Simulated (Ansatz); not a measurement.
# InOF2 radical (SMILES [O][In]([F])[F]): a relaxed scan of the bond length In2–F3

One table from this session's results is given with a row withheld; the runs are named, their logs left out.

Program: Ansatz 0.2.0, Gaussian basis. Level of theory: single points in def2-TZVPP. These are calculated values, not measurements.

Levels: PBE-D4, r2SCAN-D4, PBE0-D4, B3LYP-D4, wB97M-V, Hartree-Fock, MP2, CCSD, CCSD(T). The scan takes 1.693, 1.760, 1.858, 1.973, 2.099, 2.236, 2.381, 2.534 Å.

Correlated methods freeze the cores. Filled d shells of the heavier atoms are correlated. Core potentials replace the inner electrons past krypton, and spin-orbit coupling is left out. Orbitals are unrestricted. B3LYP uses VWN-RPA correlation.

20 further runs of the same task are left out: 20 set aside as unsound or not needed.

## Where the work starts

SMILES `[O][In]([F])[F]`, 4 atoms, charge 0, spin multiplicity 2.

Atoms are counted from 1 here; the program's logs count them from 0.

Bond lengths: O1–In2 2.116 Å, In2–F3 2.161 Å, In2–F4 1.776 Å. Angles: O1–In2–F3 92.5°, O1–In2–F4 121.1°, F3–In2–F4 146.4°.

Coordinates:

```xyz
4
F2InO
O    -0.85900   -0.14070    1.61670
In    0.01370    0.12600   -0.29200
F     1.45840   -1.44440    0.04660
F    -0.55760    1.39880   -1.39160
```

Set-up of the first run:

Contents of pre/in.yaml:

```yaml
crystal:
  periodic: [false, false, false]
  atoms:
    - {symbol: O, position_ang: [-0.859000, -0.140700, 1.616700]}
    - {symbol: In, position_ang: [0.013700, 0.126000, -0.292000]}
    - {symbol: F, position_ang: [1.458400, -1.444400, 0.046600]}
    - {symbol: F, position_ang: [-0.557600, 1.398800, -1.391600]}
basis:
  gaussian: {orbitals: def2-SVP}
magnetization: {spin_polarized: true, initial_magnetization: 1}
hamiltonian: {xc: pbe, dispersion: d4}
relax: {f_tol: 0.03, max_steps: 250}
```

The command line of these runs was not kept.

Steps of the session up to this table: A first relaxation in a small basis; Finding the minimum; The minimum at every level; In2–F3 = 1.693 Å; In2–F3 = 1.760 Å; In2–F3 = 1.858 Å; In2–F3 = 1.973 Å; In2–F3 = 2.099 Å; In2–F3 = 2.236 Å; In2–F3 = 2.381 Å; In2–F3 = 2.534 Å.

One of the session's tables, all rows but one given; the rest of the session is left out.

Energies less that of the minimum at the same level (eV):

| bond length (Å) | PBE-D4 | PBE0-D4 | B3LYP-D4 | wB97M-V | Hartree-Fock |
| --- | --- | --- | --- | --- | --- |
| 1.693 | 1.054 | 0.928 | 1.011 | 0.953 | 0.878 |
| 1.760 | 0.503 | 0.411 | 0.467 | 0.425 | 0.361 |
| 1.858 | ? | ? | ? | ? | ? |
| 1.924 (minimum) | 0.000 | 0.000 | 0.000 | 0.000 | 0.000 |
| 1.973 | -0.003 | 0.025 | 0.011 | 0.025 | 0.048 |
| 2.099 | 0.161 | 0.261 | 0.213 | 0.265 | 0.353 |
| 2.236 | 0.496 | 0.674 | 0.596 | 0.692 | 0.848 |
| 2.381 | 0.915 | 1.180 | 1.072 | 1.219 | 1.441 |
| 2.534 | 1.345 | 1.719 | 1.585 | 1.789 | 2.071 |

Q: Estimate the row for bond length (Å) = 1.858 from the others.

As computed: PBE-D4: 0.093; PBE0-D4: 0.056; B3LYP-D4: 0.077; wB97M-V: 0.059; Hartree-Fock: 0.029.

Limits of these values: A polynomial through the near points puts the CCSD(T) minimum 0.001 Å below the PBE0-D4 value.
